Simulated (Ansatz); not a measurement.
## C2H5BO2Si, SMILES O=C1CB[SiH]1O: a comparison of dispersion corrections, step by step

Computed with Ansatz 0.2.0, Python API.

Notebook, run cell by cell (the value of a cell's last expression is shown):

**Cell 1**
```python
import ansatz as az
```

**Cell 2**
```python
BASIS = 'def2-SVP'
```

**Cell 3**
```python
c2h5bo2si = (
    az.Crystal.molecule()
    .atom('O', (1.8831, 0.2892, -1.7086))
    .atom('C', (1.0485, 0.084, -0.819))
    .atom('C', (0.7946, -1.0524, 0.1405))
    .atom('B', (-0.3622, -0.6208, 1.0435))
    .atom('Si', (-0.3741, 0.9159, -0.0525))
    .atom('O', (-1.7155, 1.0304, -1.1052))
    .atom('H', (0.636, -1.9899, -0.3955))
    .atom('H', (1.7616, -1.1772, 0.79))
    .atom('H', (-1.0782, -1.0632, 1.97))
    .atom('H', (-0.057, 2.1845, 0.677))
    .atom('H', (-2.4713, 1.3425, -0.5197))
)

job = c2h5bo2si.calculation().basis(gaussian=BASIS)
for name in ['pbe0', 'pbe']:
    for correction in ('d3bj', 'd4'):
        data = job.functional(name, dispersion=correction).run(threads=1, pin='off').report
        print(f'{name:8s} {correction:5s} total {data["free_energy_ev"]:.5f} eV, of which dispersion {1000 * data["dispersion"]["energy"]["ev"]:.2f} meV')
```
Output:
```text
pbe0     d3bj  total -14782.69965 eV, of which dispersion -226.33 meV
pbe0     d4    total -14782.69074 eV, of which dispersion -217.42 meV
pbe      d3bj  total -14781.70101 eV, of which dispersion -256.68 meV
pbe      d4    total -14781.70218 eV, of which dispersion -257.85 meV
```

Notes:
- Total energies depend on the basis set; only differences at equal settings carry meaning.
- The geometry is a force-field or estimated start, not a minimum of this method, and the basis set is short of its limit. D4 holds the three-body term, and d3bj doesn't.
- Wall time of the script: 16 s on 1 thread of Arm Neoverse V1 (shared host), peak memory 0.27 GiB.
